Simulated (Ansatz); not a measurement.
# CH3BOS: one structure at several levels

The task here is to estimate one member of a computed series from the others.

The runs use Ansatz 0.2.0, Gaussian basis; single points in def2-TZVPP.

Cores are frozen in the correlated methods.

### Where the work starts

SMILES `B1OCS1`, 7 atoms, charge 0, spin multiplicity 1.

Atoms are counted from 1 here; the program's logs count them from 0.

Bond lengths: B1–O2 1.396 Å, B1–S4 1.780 Å, B1–H5 1.218 Å, O2–C3 1.355 Å, C3–S4 1.815 Å, C3–H6 1.102 Å, C3–H7 1.094 Å. Angles: O2–B1–S4 95.5°, O2–B1–H5 128.8°, S4–B1–H5 135.6°, B1–O2–C3 98.0°, O2–C3–S4 95.4°, O2–C3–H6 114.9°, O2–C3–H7 113.2°, S4–C3–H6 112.2°, S4–C3–H7 116.0°, H6–C3–H7 105.4°, B1–S4–C3 70.5°.

As a file:

```
atom     x (Å)     y (Å)     z (Å)
  B1  -1.03002   0.42447  -0.46425
  O2  -0.24821   0.59100   0.67967
  C3   0.69977  -0.33483   0.39601
  S4   0.08548  -0.70298  -1.27122
  H5  -2.08105   0.96642  -0.75623
  H6   1.73327   0.04764   0.38345
  H7   0.70876  -1.17288   1.09896
```

Set-up of the first run:

run/in.yaml reads:

```yaml
crystal:
  periodic: [false, false, false]
  atoms:
    - {symbol: B, position_ang: [-1.030022, 0.424474, -0.464255]}
    - {symbol: O, position_ang: [-0.248209, 0.591004, 0.679669]}
    - {symbol: C, position_ang: [0.699771, -0.334826, 0.396009]}
    - {symbol: S, position_ang: [0.085481, -0.702981, -1.271217]}
    - {symbol: H, position_ang: [-2.081047, 0.966422, -0.756234]}
    - {symbol: H, position_ang: [1.733268, 0.047639, 0.383454]}
    - {symbol: H, position_ang: [0.708760, -1.172884, 1.098965]}
basis:
  gaussian: {orbitals: def2-TZVPP}
hamiltonian: {xc: pbe, dispersion: d4}
output: {forces: true}
```

Command:

```console
$ ansatz run in.yaml --threads 2 --pin off --events-out ev --progress --plain --max-ram 3481MiB
```

Steps of the session up to this table: PBE-D4/def2-TZVPP; r2SCAN-D4/def2-TZVPP; PBE0-D4/def2-TZVPP; wB97M-V/def2-TZVPP; CCSD(T)/def2-TZVPP.

One of the session's tables, all rows but one given; the rest of the session is left out.

| method | RMS force component (eV/Å) | angle to CCSD(T) forces (°) | dipole (D) |
| --- | --- | --- | --- |
| PBE-D4 | 1.006 | 8.4 | 1.12 |
| r2SCAN-D4 | 0.980 | 3.5 | 1.06 |
| PBE0-D4 | ? | ? | ? |
| wB97M-V | 1.010 | 5.9 | 0.95 |
| CCSD(T) | 1.094 | reference | 0.95 |

**Question.** Estimate the row for PBE0-D4.

The run gave: RMS force component (eV/Å): 0.893; angle to CCSD(T) forces (°): 8.3; dipole (D): 1.00. In the column «RMS force component (eV/Å)» it is the lowest.

Limits of these values: The reference is not at the basis limit: in triple zeta CCSD(T) underbinds, which counts against methods that bind more; the gaps are no ranking.
